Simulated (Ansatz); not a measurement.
## C₂H₈B₂, SMILES CBBC: a rigid torsion scan, step by step

Program: the Ansatz DFT code, driven from Python.

Typed at the interpreter:
```pycon
>>> import ansatz
>>> from ase import Atoms
>>> atoms = Atoms(["C", "B", "B", "C", "H", "H", "H", "H", "H", "H", "H", "H"], positions=[
...     (-1.1914, 1.0288, -0.5022),
...     (-1.0011, 0.0823, 0.7049),
...     (0.3638, -0.8124, 0.8043),
...     (1.6038, -0.7021, -0.2942),
...     (-1.228, 0.4954, -1.483),
...     (-2.224, 1.5886, -0.3989),
...     (-0.4136, 1.8451, -0.5321),
...     (-1.7799, 0.0013, 1.5424),
...     (0.5466, -1.5218, 1.7816),
...     (1.1179, -1.0092, -1.2527),
...     (1.8952, 0.3302, -0.3258),
...     (2.3877, -1.3816, -0.0103),
... ])
>>> # relax first, so that the scan starts from a minimum
>>> first = (
...     ansatz.Crystal.molecule_from_ase(atoms).calculation()
...     .basis(gaussian="def2-SVP")
...     .functional("hf")
...     .relax(force_tolerance=0.02, max_steps=80)
... )
>>> atoms.positions = first.run(threads=1, backend="cpu").report["positions_ang"]
>>> start = atoms.get_dihedral(0, 1, 2, 3)
>>> energies = {}
>>> for turn in range(0, 360, 40):
...     turned = atoms.copy()
...     turned.set_dihedral(0, 1, 2, 3, start + turn, indices=[2, 3, 8, 9, 10, 11])
...     setup = (
...         ansatz.Crystal.molecule_from_ase(turned).calculation()
...         .basis(gaussian="def2-SVP")
...         .functional("hf")
...     )
...     energies[round((start + turn) % 360)] = setup.run(threads=1, backend="cpu").report["free_energy_ev"]
...
>>> floor = min(energies.values())
>>> print("dihedral C0-B1-B2-C3 (deg)   E - E(min) (kcal/mol)")
dihedral C0-B1-B2-C3 (deg)   E - E(min) (kcal/mol)
>>> for angle, e in sorted(energies.items()):
...     print(f"{angle:8d} {23.060548 * (e - floor):14.3f}  " + "#" * int(30 * (e - floor) / max(max(energies.values()) - floor, 1e-9)))
...
       6          9.114  ##############################
      46          3.587  ###########
      86          0.000
     126          3.534  ###########
     166          8.825  #############################
     206          6.554  #####################
     246          0.944  ###
     286          0.994  ###
     326          6.821  ######################
```

The scan is rigid and the energies are electronic, in a modest basis. With rigid groups the curve can differ much from the relaxed path, the start wasn't checked as a minimum of this torsion, and equivalent turns needn't return to the same energy. Timing: 42 s on 1 thread of Intel(R) Xeon(R) Processor @ 2.30GHz, with other jobs on the host, peak memory 0.29 GiB.
